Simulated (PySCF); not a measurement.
# SnS+: from the state search to spectroscopic constants

One table from this session's results is given with a row withheld; the runs are named, their logs left out.

Computed with PySCF 2.14.0. Level: Sn def2-SVP with ECP28, S def2-SVP, scalar-relativistic core potentials.

Set-up of the first run:

The job is set up so:

```
atoms                         : Sn, S
charge                        : 1
basis                         : Sn def2-SVP with ECP28, S def2-SVP
Hamiltonian                   : scalar-relativistic core potentials
basis functions               : 44
electrons treated             : 37
masses in u                   : 119.9022, 31.9721
levels                        : PBE0, PBE, r²SCAN, B97-3, revPBE, MN15, LC-ωPBE, HF, MP2, SCS-MP2, CCSD, CCSD(T)
grid                          : 80 radial by 434 angular points
occupations                   : held fixed by the projection of orbital angular momentum
dissociation limit            : Sn+ + S, each in its ground configuration
starting distance in angstrom : 2.435
values of 2S to try           : 1, 3
```

Command:

```bash
OMP_NUM_THREADS=1 python dia.py task.json out
```

Among the steps run: Set-up; PBE0 along the bond; Higher solutions at PBE0; PBE; r²SCAN (meta-GGA); B97-3 (global hybrid GGA); revPBE (GGA); MN15 (hybrid meta-GGA); LC-ωPBE; UHF (mean field); Correlated methods on the Hartree–Fock reference.

One of the session's tables, all rows but one given; the rest of the session is left out.

It belongs to the step «Constants by level of theory». 

| level | Re (Å) | ωe (cm⁻¹) | De (eV) |
| --- | --- | --- | --- |
| UHF | 2.389 | 399 | 1.54 |
| UHF-MP2 | 2.390 | 397 | 2.60 |
| UHF-SCS-MP2 | ? | ? | ? |
| UHF-CCSD | 2.400 | 388 | 2.49 |
| UHF-CCSD(T) | 2.411 | 376 | 2.65 |
| PBE | 2.426 | 366 | 3.39 |
| revPBE | 2.437 | 360 | 3.17 |
| r²SCAN | 2.405 | 379 | 3.21 |
| PBE0 | 2.397 | 387 | 3.08 |
| B97-3 | 2.412 | 380 | 3.09 |
| MN15 | 2.376 | 397 | 3.12 |
| LC-ωPBE | 2.359 | 414 | 2.74 |

Q: Estimate the row for UHF-SCS-MP2 from the others.

**Answer.** Re (Å): 2.396; ωe (cm⁻¹): 393; De (eV): 2.52. In the column «Re (Å)» it lies between UHF-MP2 (2.390) and PBE0 (2.397).
